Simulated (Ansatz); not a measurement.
# AsGe: the cost of one run

The runs use Ansatz 0.2.0, Gaussian basis; aug-cc-pVTZ, core rule «outside noble gas», up to 28 orbitals frozen.

To be run: UHF; CCSD(T) on RHF; CCSD(T) on UHF; BCCD(T) on RHF; CCSDT(Q) on RHF; CCSDT(Q) on UHF; CASSCF and MRCISD+Q, 10 electrons in 8 orbitals; CASSCF and NEVPT2, 10 electrons in 8 orbitals.

6 further runs of the same task are left out: 6 set aside as unsound or not needed.

## (1) What is computed

The geometry is a PBE0/def2-TZVPD stationary point (not a proven minimum) of the parent state, kept for this charge and spin. No spin-orbit coupling is included. The filled d shell of Ge, As may be among the frozen orbitals whatever the setting's name suggests; the logs give the count.

2 atoms, charge -1, spin multiplicity 1.

Atoms are counted from 1 here; the program's logs count them from 0.

Bond lengths: Ge1–As2 2.357 Å.

As a file:

```xyz
2
charge -1, multiplicity 1
Ge    0.0000    0.0000    0.0000
As    0.0000    0.0000    2.3569
```

## (2) UHF

in.yaml reads:

```yaml
crystal:
  periodic: [false, false, false]
  atoms:
    - {symbol: Ge, position_ang: [0.000000, 0.000000, 0.000000]}
    - {symbol: As, position_ang: [0.000000, 0.000000, 2.356900]}
basis:
  gaussian: {orbitals: aug-cc-pVTZ}
total_charge: -1
magnetization: {spin_polarized: true, initial_magnetization: 0}
hamiltonian: {xc: hf}
output: {orbitals: {seedname: orbitals}}
```

Started as:

```console
> ansatz run in.yaml --threads 1 --pin off --events-out ev --progress --plain --max-ram 4096MiB --backend cpu
```

**Question.** How long does this run take on 1 thread of AMD EPYC 7R13, shared host, and how much memory does it need?

About 22 s, with a peak of 0.38 GiB.
